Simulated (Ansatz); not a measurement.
# In3Se: the cost of one run

Computed with Ansatz 0.2.0 (DFT PBE, scalar-relativistic, plane waves, PAW, unless a step's input says otherwise).

### Step 1. The starting structure

It takes space group Pm-3m (No. 221, cubic). Conventional cell: a = 4.804 Å, b = 4.804 Å, c = 4.804 Å, α = 90.00°, β = 90.00°, γ = 90.00°. Around In (site symmetry 4/mmm) lie 8 In at 3.40 Å and 4 Se at 3.40 Å. Around Se (site symmetry m-3m) lie 12 In at 3.40 Å.

Structure file:

```cif
data_structure
_symmetry_space_group_name_H-M 'Pm-3m'
_symmetry_Int_Tables_number 221
_cell_length_a 4.8038
_cell_length_b 4.8038
_cell_length_c 4.8038
_cell_angle_alpha 90.000
_cell_angle_beta 90.000
_cell_angle_gamma 90.000
_cell_volume 110.85
loop_
_atom_site_label
_atom_site_type_symbol
_atom_site_symmetry_multiplicity
_atom_site_Wyckoff_symbol
_atom_site_fract_x
_atom_site_fract_y
_atom_site_fract_z
_atom_site_occupancy
In1 In 3 c 0.00000 0.50000 0.50000 1
Se1 Se 1 a 0.00000 0.00000 0.00000 1
```

The start is a polymorph listed in a database, not an invented cell.

### Step 2. The guess as it stands, on a coarse mesh

Input file input.yaml:

```yaml
crystal:
  lattice:
    - [4.80375814, 0.0, 0.0]
    - [0.0, 4.80375814, 0.0]
    - [0.0, 0.0, 4.80375814]
  atoms:
    - { symbol: In, position: [0.0, 0.5, 0.5] }
    - { symbol: In, position: [0.5, 0.0, 0.5] }
    - { symbol: In, position: [0.5, 0.5, 0.0] }
    - { symbol: Se, position: [0.0, 0.0, 0.0] }
basis:
  ecutwfc: 420
kpoints:
  mp_grid: { grid: [4, 4, 4] }
hamiltonian:
  xc: pbe
scf:
  occupations: { method: gaussian, width: 0.1 }
  lower_state_search: "off"
output:
  forces: true
  stress: true
  eigenvalues: true
```

Run with:

```bash
ansatz run input.yaml --threads 1 --pin off --max-ram 2560MiB --backend cpu --events-out ev --progress --plain --runs-dir out
```

**Question.** How long does this run take on 1 thread of AMD EPYC 7R43 (Zen 3), shared host, and how much memory does it need?

About 2.8 s, with a peak of 0.41 GiB.
